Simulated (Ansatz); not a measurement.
Crystal: Ge2Sb2Te5.

```xyz
9
Lattice="6.8391 -3.0660 0.0000 6.8391 3.0660 0.0000 -6.8310 0.0000 6.8476" Properties=species:S:1:pos:R:3 pbc="T T T"
Te    5.4948    0.0000    2.6461
Te    9.5385    0.0000    1.3429
Te    0.0699    0.0000    0.0441
Te   -2.7069    0.0000    5.5452
Te    1.3918    0.0000    4.0888
Sb    8.3181    0.0000    4.0255
Sb   -1.3207    0.0000    2.8579
Ge    2.6055    0.0000    1.2862
Ge    6.7274    0.0000    0.0756
```

The cell comes from a database or a generator and needn't be the stable form of this composition.

* Program: Ansatz 0.2.0
* Task: relaxation of cell and atoms
* Functional: BLYP
* Dispersion: D4
* Potentials or basis: Ansatz PAW
* Cutoff: 420 eV (not typed: the program's choice for these potentials)
* k mesh: 5 × 5 × 4
* Occupations: fermi-dirac, width 0.05 eV
* Spin: no spin polarisation

At the start: volume 31.91 Å³/atom.

Question: How do energy, volume and symmetry change on relaxing?

Answer: It ends after 15 steps and the volume is 31.82 Å³/atom (-0.3 %); space group Cm (No. 8, to 0.05 Å).

Step by step:
```csv
step,energy change (eV),largest force (eV/Å),volume (Å³)
1,0.0000,0.7257,287.17
2,-0.0129,0.2399,301.87
3,-0.1287,0.4151,291.78
4,-0.1733,0.4947,282.08
5,-0.2071,0.2391,287.99
6,-0.2222,0.1107,286.27
7,-0.2252,0.0751,285.06
8,-0.2276,0.0991,285.81
9,-0.2334,0.0845,285.69
10,-0.2389,0.0779,285.90
11,-0.2483,0.0985,286.04
12,-0.2525,0.0352,286.53
13,-0.2530,0.0209,286.33
14,-0.2531,0.0092,286.40
15,-0.2529,0.0092,286.40
```

Final structure:
```
Te Sb Ge
1.0
     6.89038   -3.06746   -0.05665
     6.89038    3.06746   -0.05665
    -6.93888    0.00000    6.83215
Te Sb Ge
5 2 2
Direct
  0.60464 0.60464 0.40054
  0.80268 0.80268 0.18705
  0.99854 0.99854 0.99418
  0.21193 0.21193 0.80844
  0.41651 0.41651 0.60186
  0.88993 0.88993 0.57457
  0.11117 0.11117 0.42732
  0.27531 0.27531 0.19653
  0.48929 0.48929 0.00951
```

Caveat: the plane-wave basis is chosen anew once the cell has moved, so the energies of steps on either side of that aren't comparable; the PAW data sets come from PBE, with cores solved anew for the run's functional, which leaves a small shift of forces and pressure.
